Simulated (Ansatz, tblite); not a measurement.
## A script for Na2ICl (GFN2-xTB)

These are simulated results from tblite 0.8.0, not measurements. The cell was built from a prototype and was relaxed with r2SCAN in plane waves (Ansatz 0.2.0). It may be hypothetical. All runs are without spin polarisation.

The symmetry is R-3m (No. 166, trigonal); a = 4.283 Å, c = 20.933 Å in the conventional setting, 27.71 Å³ an atom. Around Cl lie 6 Na at 2.91 Å; around I lie 6 Na at 3.16 Å; around Na lie 3 Cl at 2.91 Å and 3 I at 3.16 Å.

tblite solves periodic systems at the zone centre alone, so the script builds a cluster of 3×3×1 conventional cells (108 atoms), which folds in a coarse mesh of k points.

run.py reads:

```python
import json
from ase import Atoms
from ase.build import make_supercell
from ase.units import Bohr, GPa, Hartree
from tblite.interface import Calculator

atoms = Atoms(['Cl', 'I', 'Na', 'Na'],
              cell=[[2.141358, 1.236314, 6.977761], [-2.141358, 1.236314, 6.977761], [-0.0, -2.472627, 6.977761]],
              scaled_positions=[[1.0, 0.0, 0.0], [0.5, 0.5, 0.5], [0.260325, 0.260325, 0.260325], [0.739675, 0.739675, 0.739675]],
              pbc=True)
cluster = make_supercell(atoms, [[3, -3, 0], [0, 3, -3], [1, 1, 1]])
calc = Calculator('GFN2-xTB', cluster.numbers, cluster.positions / Bohr, lattice=cluster.cell[:] / Bohr, periodic=cluster.pbc)
calc.set('temperature', 0.02 / Hartree)
calc.set('max-iter', 150)
res = calc.singlepoint()
levels = res.get('orbital-energies') * Hartree
nv = round(res.get('orbital-occupations').sum() / 2)
cells = len(cluster) // len(atoms)
out = {'energy_per_cell': res.get('energy') * Hartree / cells, 'homo': levels[nv - 1], 'lumo': levels[nv],
       'stress': (-res.get('virial') * Hartree / cluster.get_volume() / GPa).tolist(), 'charges': res.get('charges')[:len(atoms)].tolist(), 'electrons': 2 * nv / cells}
json.dump(out, open('results.json', 'w'))
for key, value in out.items():
    print(key, value)
```

Command: `python run.py`. It took 9.3 s on 1 thread of Arm Neoverse V1, with other jobs on the host, peak memory 0.16 GiB.

Output:

```
------------------------------------------------------------
  cycle        total energy    energy error   density error
------------------------------------------------------------
      1     -240.0454402415  -2.4024559E+02   4.3106526E-01
      2     -243.4783236936  -3.4328835E+00   3.6552902E-01
      3     -244.2426203672  -7.6429667E-01   1.5713451E-01
      4     -244.7809918507  -5.3837148E-01   4.1790578E-02
      5     -244.7885696261  -7.5777754E-03   1.0147102E-01
      6     -244.8044655212  -1.5895895E-02   6.0870134E-02
      7     -244.8151909926  -1.0725471E-02   1.0743072E-02
      8     -244.8166081480  -1.4171553E-03   2.2377214E-03
      9     -244.8166578940  -4.9746044E-05   1.2452796E-03
     10     -244.8166641809  -6.2868983E-06   4.0225513E-04
     11     -244.8166656460  -1.4650539E-06   3.2740672E-05
     12     -244.8166656612  -1.5273258E-08   3.1565322E-05
     13     -244.8166656610   2.6588509E-10   1.5295111E-05
------------------------------------------------------------

 total:                                   8.576 sec
energy_per_cell -246.73336275923543
homo -11.760550574064943
lumo -8.349352237211223
stress [[2.1203393996898456, -0.0003276829698366881, -1.3901207090781884e-06], [-0.00032768296983687377, 2.119960440546139, -4.777631962818909e-07], [-1.3901207090656295e-06, -4.777631962541797e-07, 1.006902873574357]]
charges [-0.6745212686978717, -0.5131627806164167, 0.5938539825182435, 0.5938544880545532]
electrons 16.0
```

The cycle table is in hartree for the whole cluster, and the lines after it are in eV (the energy for one cell). The printed stress is in GPa and positive in compression, and the pressure is its mean diagonal.

GFN2-xTB gives a gap of 3.41 eV. On the same cell, plane-wave PBE (Ansatz, 8×8×8 k points and the special points) gives a gap of 3.20 eV and r2SCAN a gap of 3.87 eV; on shared hosts these took about 14 and 32 core-seconds on the 4-atom cell, against 9.3 for the script. Spin-orbit coupling, left out in all these runs, can cut or reorder the gap by tenths of an eV, up to about 1 eV with Pb or Bi. xTB was fitted to molecules, so gaps, charges and pressures of solids can be far off, and the gap also depends on the size of the cluster.

The same script was run on cells scaled at fixed shape and fractional coordinates:

| volume (Å³/atom) | energy (meV/atom) | pressure (GPa, positive in compression) | gap (eV) |
| --- | --- | --- | --- |
| 24.38 | 69.1 | 5.32 | 3.89 |
| 26.05 | 25.4 | 3.23 | 3.64 |
| 27.71 | 0.0 | 1.75 | 3.41 |
| 29.37 | -12.2 | 0.65 | 3.20 |
| 31.03 | -14.7 | -0.17 | 3.02 |

A Birch-Murnaghan fit puts the minimum at 30.69 Å³/atom, 10.7 % above the given cell, with a bulk modulus of 13.6 GPa at fixed shape.

xTB was fitted mostly to molecules, and a small cluster samples few k points, so gaps, pressures and kinks along a curve can be far from a solid's.

No spin-orbit coupling is included; it can move band edges with weight on the heavy atoms by tenths of an eV.
